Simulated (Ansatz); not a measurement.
# Ta4NiO11 (P1) in Ansatz: notebook

The runs below take Ta4NiO11 through band structure, projected density of states, electric field gradients, with PBE.

All numbers are computed with Ansatz 0.2.0; they aren't measurements. Logs are shortened: lines on timing, memory, paths and dates and some standing lists are left out, and cuts for length are marked.

## 1. The structure

The typed cell holds 16 atoms: a = 5.293 Å, b = 5.336 Å, c = 7.911 Å, α = 90.30°, β = 93.72°, γ = 90.45°.

The cell was built by a generator and needn't be a form met in nature.

## 2. Band structure, PBE, collinear spin, ferromagnetic start

The input, input.yaml:

```yaml
crystal:
  lattice:
    - [5.29285, -0.00032, -0.02518]
    - [-0.0419, 5.33569, 0.0234]
    - [-0.4762, -0.07999, 7.89609]
  atoms:
    - { symbol: Ta, position: [0.52261, 0.46364, 0.51843] }
    - { symbol: Ta, position: [0.55532, 0.53163, 0.98083] }
    - { symbol: Ta, position: [0.02338, 0.98832, 0.50961] }
    - { symbol: Ta, position: [0.04916, 0.02484, 0.01689] }
    - { symbol: Ni, position: [0.06538, 0.57998, 0.26898], spin: 1.0 }
    - { symbol: O, position: [0.96711, 0.93834, 0.23892] }
    - { symbol: O, position: [0.21005, 0.28324, 0.4299] }
    - { symbol: O, position: [0.27287, 0.71995, 0.06145] }
    - { symbol: O, position: [0.33888, 0.2382, 0.03682] }
    - { symbol: O, position: [0.30665, 0.75341, 0.45874] }
    - { symbol: O, position: [0.50103, 0.44858, 0.74991] }
    - { symbol: O, position: [0.70564, 0.16332, 0.48732] }
    - { symbol: O, position: [0.73302, 0.83358, 0.9406] }
    - { symbol: O, position: [0.85284, 0.36497, 0.07896] }
    - { symbol: O, position: [0.81889, 0.65561, 0.47584] }
    - { symbol: O, position: [0.07718, 0.01239, 0.7468] }
hamiltonian:
  xc: pbe
  pseudopotentials: { kind: paw }
magnetization:
  spin_polarized: true
kpoints:
  mp_grid: { grid: [5, 5, 4] }
  band_path:
    path:
      - [[0.0, 0.5, 0.0], [0.0, 0.0, 0.0], [0.0, 0.0, -0.5]]
      - [[0.0, 0.5, -0.5], [0.0, 0.0, 0.0], [-0.5, 0.0, 0.5]]
      - [[-0.5, 0.5, 0.5], [0.0, 0.0, 0.0], [-0.5, 0.0, 0.0]]
      - [[-0.5, 0.5, 0.0], [0.0, 0.0, 0.0]]
    npoints: 10
scf:
  occupations: { method: fermi_dirac, width: 0.05 }
  n_extra_bands: 40
output:
  forces: true
  stress: true
  eigenvalues: true
  fatbands: true
```

Potentials or basis: Ansatz PAW.

On the command line:

```console
> ansatz run input.yaml --threads 8 --pin off --max-ram 20480MiB --backend cpu --events-out ev --progress --plain --runs-dir out
```

Standard output:

```text
Warning: RAYON_NUM_THREADS=8 ignored (pool sized by the plan → 8); use --threads N
scf.n_extra_bands = 40 over 68 filled bands (N_el = 136.0): the run solves 108 bands
Engine: ansatz 0.2.0, aarch64-unknown-linux-gnu
Pseudopotentials: kind: paw
Pseudopotential: Ta, paw, valence charge 13, recommended cutoff 420 eV (normal), Ta.paw.azcp
Pseudopotential: Ni, paw, valence charge 18, recommended cutoff 420 eV (normal), Ni.paw.azcp
Pseudopotential: O, paw, valence charge 6, recommended cutoff 420 eV (normal), O.paw.azcp
Functional definition: PBE
  parameter kappa = 0.804
  parameter beta = 0.06672455060314922
  exchange = pbe_x(kappa = kappa, mu = beta*pi^2/3)
  correlation = pbe_c(beta = beta)
Crystal: 16 atoms, lattice volume = 222.939 Å³
Basis set: ecut = 420 eV, 4345 PW (Γ), exchange–correlation on 72×72×108 points (8 copies of the dense FFT grid, shifted against one another)
Bands: 108, of which v1, the nominal top of the filled ones, is band 68 counted from 1 (67 counted from 0)
Symmetry: 1 space group operations
Space group: P1 (ITA 1), of the structure as read, at distance tolerance 6.1e-5 Å
Magnetic group: BNS 1.1 (UNI 1), of the structure as read, at distance tolerance 6.1e-5 Å
k-points: 51 of 100 (time reversal used)
Non-local potential: Ta, projectors of the file, l = 0: 3, l = 1: 2, l = 2: 2, l = 3: 1
Non-local potential: Ni, projectors of the file, l = 0: 3, l = 1: 2, l = 2: 3, l = 3: 1
Non-local potential: O, projectors of the file, l = 0: 2, l = 1: 2, l = 2: 1
PAW form: soft (Blöchl's): semilocal exchange-correlation on the pseudo side does not see the compensation charge
PAW one-centre angular grid: Ta, 590 points (default); XC on 64 Gauss nodes
PAW one-centre angular grid: Ni, 590 points (default); XC on 64 Gauss nodes
PAW one-centre angular grid: O, 110 points (default); XC on 64 Gauss nodes
Initial density: superposition of atomic densities (chi_scale 0.1, normalization cell, long waves kept (reshape's long-wave potential 0.14 eV rms))
Starting moments: Σ|m| = 1 μB on 1 of 16 sites
Initial wavefunctions: pseudopotential atomic-orbital guess
Functional: x = pbe(κ = 0.804, μ = 0.2195149727645171), c = pbe(β = 0.06672455060314922)
SCF iter   1: F=—  HF=-51824.218024 eV  |F-HF|=—  |Δ(HF+E_count)|=         —  Δρ=6.36e-2 (↑6.36e-2 ↓5.15e-2)  dr2=2.44e1  dr2_m=4.60e-1  M=1.915 μB ∫|m|=1.922 μB  β_m=0.30  ethr=3.10e-3  ⟨swp⟩=6.0  Hψ=45216  notcnv=0  defer=158
Mixer restart at iter 1: flushing history
[... 15 lines left out ...]
SCF iter  14: F=-51822.384966 eV  HF=-51822.384966 eV  |F-HF|=6.18e-10  |Δ(HF+E_count)|=   5.27e-8  Δρ=1.26e-6 (↑7.69e-7 ↓1.26e-6)  dr2=8.99e-9  dr2_m=2.58e-10  M=2.000 μB ∫|m|=2.090 μB  ethr=2.74e-11  ⟨swp⟩=9.5  Hψ=59758  notcnv=0
SCF 1 converged in 14 iterations: F = -51822.384966 eV  dr2 = 8.99e-9
NSCF: frozen V_eff on 74 k-points
SCF converged after 14 iterations
Magnetization: 2.0000 μB (69.0000 up, 67.0000 down)
Absolute magnetization: 2.0903 μB (∫|ρ↑−ρ↓|, with the PAW one-centre terms)
Spin contamination: 0.0047 ħ² per cell (⟨S²⟩ above its minimum at these occupations)
Per-site moments (μB) at R_I (Å): [(0.0024035857068243137, 0.7607659291198434), (0.0028169072643924333, 0.7758208060523252), (0.0006451267478055871, 0.7767540663396234), (0.0028738423086695775, 0.7817019062428938), (1.5080881214985393, 0.8237619090664448), (0.09024293063628032, 0.7817019062428938), (0.038296358723710594, 0.8163890705282184), (0.0609719575238986, 0.8033058943111275), (0.003539022810074788, 0.7839108297365748), (0.0738835158729707, 0.8131440673273178), (0.001730145647630416, 0.7607659291198434), (0.0032113121084577315, 0.7846674614680175), (0.004472132782465682, 0.7828853763416509), (0.043307962818580424, 0.7981614506804643), (0.04998936014340642, 0.7901011777137245), (0.003834001273905039, 0.7767540663396234)]
Free energy (F): -51822.384966 eV
Harris-Foulkes:  -51822.384966 eV  (|F-HF|=6.18e-10)
Internal energy: -51822.384965 eV  (E = F + TS)
E sigma→0 (E₀):  -51822.384966 eV
Entropy (-TS):   -0.000001 eV (-0.000 meV/atom)
Fermi energy:    8.133476 eV
--- Per-component energies (eV) ---
  E_band       = -1568.348146
  E_kinetic    = 3645.486968
  E_local      = -14639.069965  (includes V_loc(G=0)·N_el)
  E_nonlocal   = 1229.735801
  E_hartree    = 5758.654303
  E_xc         = -1758.543485
  E_vxc        = -1944.903128  (∫ρ·V_xc dr)
  E_paw        = -36960.121408  (= ΣΔE_a)
  E_vpaw       = -1376.930157  (= ΣTr[D̂ρ^β])
  E_aug_tail   = 0.028049  (compensation charges beyond the density's cutoff)
  E_ewald      = -9098.555228
  E_smearing   = -0.000001  (= −TS)
  E_closure    = -0.000000  (closes the sum)
  Σ components = -51822.384966   (vs F -51822.384966, Δ=0.00e0)
--- Forces (eV/Å), atoms counted from 1 ---
  atom   1  Ta    -0.00244994     0.00297212    -0.00134581
  atom   2  Ta     0.00584895    -0.00177926    -0.00136564
  atom   3  Ta    -0.00177411     0.00215989     0.00221372
  atom   4  Ta     0.00501807    -0.00538015     0.00454380
  atom   5  Ni     0.00078996    -0.00097082     0.00022589
  atom   6  O      0.00193555    -0.00047560    -0.00351382
[... 8 lines left out ...]
  atom  15  O     -0.00205911     0.00195987     0.00020067
  atom  16  O      0.00181955    -0.00123584    -0.00253310
  max |Σ_I F_I| component: 7.32e-6 eV/Å
--- Stress (GPa, compression-positive) ---
       -0.006271       0.000688      -0.012443
        0.000688      -0.003606       0.010076
       -0.012442       0.010075      -0.000356
  P = ⅓ Tr σ = -0.0034 GPa (-0.034 kbar)
--- Band table (eV; the first three rows and the last of 102) ---
  k-point 0 ↑: bands = ["-96.3610", "-60.8160", "-60.7544", "-60.7163", "-60.6487", "-56.8536", "-56.8074", "-56.5581", "-27.6967", "-27.5138", "-27.4248", "-27.4168", "-27.3793", "-27.3254", "-27.2915", "-27.2487", "-27.2215", "-27.1970", "-27.1737", "-27.1623", "-11.1934", "-10.8177", "-10.6396", "-10.2835", "-10.0307", "-9.8913", "-9.5825", "-9.5006", "-9.2234", "-8.9955", "-8.6647", "1.3244", "1.4135", "1.4963", "1.6103", "1.6673", "1.8901", "2.0056", "2.2041", "2.3510", "2.5532", "2.7637", "3.0055", "3.2172", "3.3391", "3.5149", "3.7699", "4.0613", "4.2661", "4.3237", "4.5195", "4.7540", "4.9996", "5.2835", "5.3786", "5.4675", "5.5371", "5.7054", "5.8487", "5.9187", "6.0101", "6.1908", "6.2586", "6.3016", "6.5753", "6.7294", "6.7675", "7.1640", "7.3459", "9.8958", "10.0234", "10.3926", "10.6015", "10.6915", "11.1250", "11.5141", "11.9084", "12.2284", "12.3780", "12.5021", "12.6726", "12.8992", "13.0904", "13.8589", "14.2398", "14.5207", "14.7064", "15.3620", "15.6411", "16.6843", "16.8962", "17.0593", "17.3241", "17.4006", "17.8223", "18.5101", "18.9876", "19.4399", "19.6365", "19.8606", "20.2045", "20.2928", "20.8172", "20.8758", "21.1011", "21.6027", "21.6964", "21.9629"]
  k-point 1 ↑: bands = ["-96.3610", "-60.8160", "-60.7544", "-60.7163", "-60.6487", "-56.8536", "-56.8074", "-56.5581", "-27.6955", "-27.5150", "-27.4248", "-27.4168", "-27.3790", "-27.3248", "-27.2871", "-27.2467", "-27.2219", "-27.1981", "-27.1742", "-27.1677", "-11.1554", "-10.8817", "-10.5969", "-10.2832", "-10.0178", "-9.8253", "-9.5813", "-9.4998", "-9.2266", "-9.1172", "-8.6654", "1.3156", "1.4117", "1.5079", "1.6467", "1.6918", "1.9571", "2.0484", "2.2325", "2.3455", "2.6865", "2.8234", "3.0952", "3.1931", "3.3918", "3.4882", "3.6272", "3.9504", "4.0595", "4.3361", "4.4796", "4.7073", "4.9870", "5.1817", "5.3418", "5.3980", "5.6174", "5.7010", "5.8353", "5.9702", "6.0854", "6.1939", "6.2635", "6.3142", "6.5633", "6.7247", "6.7795", "7.1545", "7.3490", "9.8915", "10.0200", "10.4410", "10.7448", "10.9062", "11.1381", "11.5323", "11.9188", "12.1811", "12.2905", "12.4577", "12.7141", "12.9366", "13.0707", "13.3288", "14.0058", "14.6646", "14.9537", "15.2495", "15.8953", "16.6897", "16.9095", "17.0521", "17.2820", "17.5122", "17.9415", "18.4168", "18.8622", "19.0643", "19.4961", "19.8874", "20.2145", "20.5359", "20.8045", "21.0137", "21.2558", "21.4537", "21.8480", "22.1099"]
  k-point 2 ↑: bands = ["-96.3610", "-60.8160", "-60.7544", "-60.7163", "-60.6487", "-56.8536", "-56.8074", "-56.5581", "-27.6944", "-27.5162", "-27.4247", "-27.4168", "-27.3788", "-27.3243", "-27.2825", "-27.2434", "-27.2227", "-27.2004", "-27.1765", "-27.1715", "-11.0989", "-10.9537", "-10.5656", "-10.2829", "-10.0101", "-9.7124", "-9.5753", "-9.4961", "-9.3038", "-9.2132", "-8.6659", "1.2666", "1.4363", "1.5132", "1.6432", "1.7316", "1.9535", "2.1625", "2.3284", "2.4534", "2.7639", "2.8128", "3.2281", "3.2564", "3.3327", "3.4625", "3.5897", "3.8394", "3.9075", "4.2164", "4.4175", "4.6914", "4.7943", "5.0716", "5.3554", "5.3994", "5.5494", "5.7547", "5.9201", "6.0150", "6.1513", "6.1709", "6.2921", "6.3476", "6.5480", "6.7257", "6.7840", "7.1453", "7.3528", "9.8855", "10.0217", "10.4799", "10.8157", "11.1577", "11.4664", "11.7503", "11.7704", "12.0287", "12.1151", "12.3031", "12.6331", "12.8852", "12.9676", "13.1807", "13.6440", "14.9389", "15.1085", "15.4131", "15.9033", "16.7290", "16.8834", "17.0032", "17.2525", "17.5713", "18.2594", "18.4489", "18.6787", "18.7574", "18.9891", "19.9566", "20.4282", "20.6237", "20.8000", "21.2132", "21.3430", "21.5467", "21.8735", "22.1175"]
  k-point 50 ↓: bands = ["-94.3848", "-60.8132", "-60.7511", "-60.7132", "-60.6479", "-54.8380", "-54.8320", "-54.7689", "-27.6934", "-27.5133", "-27.4101", "-27.3964", "-27.3534", "-27.3035", "-27.2889", "-27.2603", "-27.2420", "-27.2004", "-27.1814", "-27.1685", "-10.9533", "-10.5410", "-10.1962", "-10.1118", "-10.0153", "-9.8199", "-9.7054", "-9.5709", "-9.5516", "-9.0721", "-8.8554", "1.3396", "1.5193", "1.7828", "1.9013", "1.9664", "2.0640", "2.4103", "2.5311", "2.6413", "2.9430", "3.0528", "3.2167", "3.3865", "3.5596", "3.7850", "3.9108", "4.1111", "4.2432", "4.4352", "4.5392", "4.7272", "4.9413", "5.0987", "5.2402", "5.3399", "5.4956", "5.6359", "5.7573", "5.9365", "6.0106", "6.1163", "6.2144", "6.3927", "7.1679", "7.2679", "7.3410", "8.8083", "9.1793", "10.3236", "10.4818", "10.7891", "10.9938", "11.0495", "11.3671", "11.5678", "11.7154", "12.0425", "12.2406", "12.4252", "12.5155", "12.9252", "13.5061", "13.7613", "14.5288", "14.9539", "15.1177", "15.6194", "15.7376", "16.0838", "16.5255", "16.7935", "17.0584", "17.9399", "18.2459", "18.4350", "18.7735", "19.0125", "19.5820", "20.0894", "20.2492", "20.6905", "20.7769", "20.9559", "21.2537", "21.4297", "21.8780", "22.2689"]
```

Run time: 2.7 min. Hardware: 8 threads of Arm Neoverse V1, shared host; peak memory 2.6 GiB.

What came out:

```yaml
Free_energy: -51822.3850 eV
Pressure: 0.0 GPa
Largest_force: 0.010 eV/Å
Band_gap_on_the_k_mesh: 1.32 eV, indirect (least direct gap 1.41 eV)
Band_gap_along_the_path: 1.30 eV, indirect (least direct gap 1.39 eV)
Net_moment: 2.00 μB per cell
Absolute_moment: 2.09 μB per cell
Site_moments: Ta +0.00; Ni +1.51; O +0.09, +0.04, +0.06, +0.00, +0.07, +0.05 μB
```

Forces in eV/Å, atoms in the order of the input:
```
Ta  -0.002  0.003 -0.001
Ta   0.006 -0.002 -0.001
Ta  -0.002  0.002  0.002
Ta   0.005 -0.005  0.005
Ni   0.001 -0.001  0.000
O    0.002  0.000 -0.004
O   -0.001 -0.001  0.000
O   -0.002  0.005  0.003
O   -0.004  0.000 -0.002
O    0.001 -0.002  0.003
O    0.004 -0.003  0.001
O    0.003 -0.002 -0.002
O   -0.003  0.001  0.001
O   -0.007  0.006 -0.003
O   -0.002  0.002  0.000
O    0.002 -0.001 -0.003
```

Levels at the corners of the path, in eV from the valence-band top:
Spin up:
```
point  band 66  band 67  band 68  band 69  band 70  band 71  band 72  band 73
    X    -0.80    -0.69    -0.42    -0.22     2.79     3.07     3.22     3.31
    Γ    -0.72    -0.68    -0.28    -0.10     2.45     2.58     2.95     3.15
    Y    -0.72    -0.66    -0.30    -0.09     2.44     2.57     3.03     3.37
    L    -0.78    -0.71    -0.41    -0.20     2.82     3.07     3.28     3.66
    Γ    -0.72    -0.68    -0.28    -0.10     2.45     2.58     2.95     3.15
    Z    -0.90    -0.72    -0.51    -0.06     2.90     2.99     3.38     3.48
    N    -0.99    -0.82    -0.79    -0.18     2.89     3.21     3.63     3.85
    Γ    -0.72    -0.68    -0.28    -0.10     2.45     2.58     2.95     3.15
    M    -0.86    -0.76    -0.49    -0.09     2.84     2.97     3.15     3.34
    R    -0.96    -0.85    -0.77    -0.18     2.88     3.12     3.34     3.59
    Γ    -0.72    -0.68    -0.28    -0.10     2.45     2.58     2.95     3.15
```
Spin down:
| point | band 64 | band 65 | band 66 | band 67 | band 68 | band 69 | band 70 | band 71 |
| --- | --- | --- | --- | --- | --- | --- | --- | --- |
| X | -0.85 | -0.28 | -0.21 | -0.01 | 1.52 | 1.72 | 2.83 | 3.12 |
| Γ | -0.94 | -0.25 | -0.10 | -0.03 | 1.59 | 1.70 | 2.47 | 2.60 |
| Y | -0.93 | -0.24 | -0.09 | -0.04 | 1.61 | 1.71 | 2.47 | 2.60 |
| L | -0.99 | -0.30 | -0.19 | -0.04 | 1.56 | 1.74 | 2.85 | 3.11 |
| Γ | -0.94 | -0.25 | -0.10 | -0.03 | 1.59 | 1.70 | 2.47 | 2.60 |
| Z | -0.97 | -0.30 | -0.16 | -0.10 | 1.41 | 1.77 | 2.93 | 3.06 |
| N | -1.07 | -0.34 | -0.24 | -0.10 | 1.30 | 1.70 | 2.92 | 3.26 |
| Γ | -0.94 | -0.25 | -0.10 | -0.03 | 1.59 | 1.70 | 2.47 | 2.60 |
| M | -0.95 | -0.29 | -0.14 | -0.10 | 1.44 | 1.76 | 2.90 | 3.01 |
| R | -0.96 | -0.30 | -0.23 | -0.07 | 1.33 | 1.72 | 2.91 | 3.15 |
| Γ | -0.94 | -0.25 | -0.10 | -0.03 | 1.59 | 1.70 | 2.47 | 2.60 |

Caveat: the pressure holds a Pulay correction of +0.6 GPa for the finite cutoff; spin-orbit coupling is left out, which moves the levels of the heavy elements; a cell with one magnetic atom can't hold antiferromagnetic order, which such compounds often take.

## 3. Projected density of states, PBE, collinear spin, ferromagnetic start

input.yaml: that of step 2 with these lines changed.

```diff
@@ -29,9 +29,2 @@
   mp_grid: { grid: [5, 5, 4] }
-  band_path:
-    path:
-      - [[0.0, 0.5, 0.0], [0.0, 0.0, 0.0], [0.0, 0.0, -0.5]]
-      - [[0.0, 0.5, -0.5], [0.0, 0.0, 0.0], [-0.5, 0.0, 0.5]]
-      - [[-0.5, 0.5, 0.5], [0.0, 0.0, 0.0], [-0.5, 0.0, 0.0]]
-      - [[-0.5, 0.5, 0.0], [0.0, 0.0, 0.0]]
-    npoints: 10
 scf:
@@ -43,2 +36,2 @@
   eigenvalues: true
-  fatbands: true
+  dos: { projected: true, de: 0.05, nscf_kmesh: { grid: [8, 8, 6] } }
```

Potentials or basis: Ansatz PAW.

On the command line:

```console
> ansatz run input.yaml --threads 8 --pin off --max-ram 20480MiB --backend cpu --events-out ev --progress --plain --runs-dir out
```

Wall time 4.9 min (8 threads of Arm Neoverse V1, shared host); peak memory 4.5 GiB.

It converged, with:

```yaml
Free_energy: -51822.3850 eV
Pressure: 0.0 GPa
Largest_force: 0.010 eV/Å
Band_gap_on_the_k_mesh: 1.32 eV, indirect (least direct gap 1.41 eV)
Net_moment: 2.00 μB per cell
Absolute_moment: 2.09 μB per cell
Site_moments: Ta +0.00; Ni +1.51; O +0.09, +0.04, +0.06, +0.00, +0.07, +0.05 μB
```

Forces in eV/Å, atoms in the order of the input:
```
Ta  -0.002  0.003 -0.001
Ta   0.006 -0.002 -0.001
Ta  -0.002  0.002  0.002
Ta   0.005 -0.005  0.005
Ni   0.001 -0.001  0.000
O    0.002  0.000 -0.004
O   -0.001 -0.001  0.000
O   -0.002  0.005  0.003
O   -0.004  0.000 -0.002
O    0.001 -0.002  0.003
O    0.004 -0.003  0.001
O    0.003 -0.002 -0.002
O   -0.003  0.001  0.001
O   -0.007  0.006 -0.003
O   -0.002  0.002  0.000
O    0.002 -0.001 -0.003
```

Levels at points of the mesh, in eV from the valence-band top:
Spin up:
| k point | band 66 | band 67 | band 68 | band 69 | band 70 | band 71 | band 72 | band 73 |
| --- | --- | --- | --- | --- | --- | --- | --- | --- |
| (0.00, 0.00, 0.00) | -0.72 | -0.68 | -0.28 | -0.10 | 2.45 | 2.58 | 2.95 | 3.16 |
| (0.00, 0.00, -0.50) | -0.72 | -0.66 | -0.30 | -0.09 | 2.44 | 2.58 | 3.03 | 3.37 |
Spin down:
| k point | band 63 | band 64 | band 65 | band 66 | band 67 | band 68 | band 69 | band 70 | band 71 | band 72 |
| --- | --- | --- | --- | --- | --- | --- | --- | --- | --- | --- |
| (0.00, 0.00, 0.00) | -1.02 | -0.94 | -0.25 | -0.10 | -0.03 | 1.59 | 1.71 | 2.48 | 2.60 | 2.97 |
| (0.00, 0.00, -0.50) | -1.01 | -0.93 | -0.24 | -0.09 | -0.04 | 1.61 | 1.71 | 2.47 | 2.60 | 3.09 |

States per cell in windows of 1 eV (zero at the valence-band top; states under -8 eV left out):
```tsv
from (eV)	up	down	O 2p up	O 2p down	Ta 5d up	Ta 5d down	Ni 3d up	Ni 3d down
-8.0	0.00	0.00	0.00	0.00	0.00	0.00	0.00	0.00
-7.0	1.82	1.39	1.25	0.95	0.40	0.32	0.02	0.01
-6.0	5.88	5.89	3.99	4.02	1.41	1.43	0.15	0.07
-5.0	6.06	5.61	4.20	4.04	1.16	1.22	0.47	0.11
-4.0	6.04	5.93	4.51	4.68	0.73	0.78	0.56	0.23
-3.0	6.21	6.38	5.03	5.37	0.58	0.55	0.41	0.27
-2.0	7.49	7.20	5.65	6.41	0.31	0.31	1.39	0.34
-1.0	4.49	3.60	2.35	1.07	0.14	0.08	1.92	2.40
0.0	0.00	0.00	0.00	0.00	0.00	0.00	0.00	0.00
1.0	0.00	2.00	0.00	0.37	0.00	0.16	0.00	1.41
2.0	1.62	1.41	0.21	0.19	1.29	1.10	0.01	0.03
3.0	4.45	4.51	0.79	0.81	3.16	3.15	0.01	0.05
4.0	4.68	4.69	1.12	1.13	3.02	3.02	0.01	0.02
5.0	3.22	3.30	0.81	0.83	1.80	1.86	0.00	0.01
6.0	1.66	1.55	0.29	0.27	0.63	0.59	0.00	0.00
7.0	2.96	2.89	0.47	0.46	1.22	1.20	0.00	0.00
```

Caveat: odd divisions of the mesh miss points on the zone boundary, where band edges often lie, so the gap on the mesh can be too wide; the pressure holds a Pulay correction of +0.6 GPa for the finite cutoff; spin-orbit coupling is left out, which moves the levels of the heavy elements; a cell with one magnetic atom can't hold antiferromagnetic order, which such compounds often take; the density of states is complete only up to the lowest level of the last band computed. A hybrid or GW would open this gap; PBE tends to underestimate it.

(Part 1 of 2 ends here.)
